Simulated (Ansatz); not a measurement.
# SiGeN (quartet): wave-function methods side by side, cc-pVTZ

An exercise on one series of results from a longer session: the logs are not shown, and one member is left open.

The runs use Ansatz 0.2.0, Gaussian basis; cc-pVTZ, core rule «outside noble gas», up to 20 orbitals frozen.

To be run: UHF; CCSD(T) on ROHF; CCSD(T) on UHF; BCCD(T) on ROHF; CCSDT(Q) on ROHF; CCSDT(Q) on UHF; CASSCF and NEVPT2, 13 electrons in 12 orbitals.

6 further runs of the same task are left out: 1 for a known fault of the program, 5 set aside as unsound or not needed.

## The system

The geometry is a PBE0/def2-TZVP stationary point (not a proven minimum) of the parent state, kept for this charge and spin. No spin-orbit coupling is included. The filled d shell of Ge may be among the frozen orbitals whatever the setting's name suggests; the logs give the count.

3 atoms, charge 0, spin multiplicity 4.

Atoms are counted from 1 here; the program's logs count them from 0.

Bond lengths: Ge1–Si2 2.353 Å, Si2–N3 1.602 Å. Angles: Ge1–Si2–N3 180.0°.

Set-up of the first run:

in.yaml reads:

```yaml
crystal:
  periodic: [false, false, false]
  atoms:
    - {symbol: Ge, position_ang: [0.000000, 0.000000, 2.102400]}
    - {symbol: Si, position_ang: [0.000000, 0.000000, -0.250300]}
    - {symbol: N, position_ang: [0.000000, 0.000000, -1.852100]}
basis:
  gaussian: {orbitals: cc-pVTZ}
magnetization: {spin_polarized: true, initial_magnetization: 3}
hamiltonian: {xc: hf}
output: {orbitals: {seedname: orbitals}}
```

Run with:

```bash
$ ansatz run in.yaml --threads 1 --pin off --events-out ev --progress --plain --max-ram 4096MiB --backend cpu
```

Steps of the session up to this table: UHF; CCSD(T) on ROHF; CCSD(T) on UHF; BCCD(T) on ROHF; CCSDT(Q) on ROHF; CCSDT(Q) on UHF; CASSCF and NEVPT2, 13 electrons in 12 orbitals.

One table of the session follows, with a row left open; its other results are not shown here.

```
        method  from RCCSDT(Q) (meV)
          ROHF              +10585.9
           UHF              +10224.5
          RMP2               +1455.9
          UMP2               +1796.2
         RCCSD                     ?
         UCCSD                +675.6
      RCCSD(T)                +108.0
      UCCSD(T)                +120.7
       BCCD(T)                +110.2
        RCCSDT                 +51.6
        UCCSDT                 +44.2
     RCCSDT(Q)                     0
     UCCSDT(Q)                 -13.8
CASSCF valence               +7531.3
NEVPT2 valence               +1594.8
```

**Question.** Estimate the row for RCCSD.

As computed: from RCCSDT(Q) (meV): +700.3. In the column «from RCCSDT(Q) (meV)» it lies between UCCSD (+675.6) and RMP2 (+1455.9).

Limits of these values: Restricted and unrestricted rows rest on different reference determinants; where their highest levels disagree by more than a few hundredths of an eV, they describe different states and don't form one ladder.
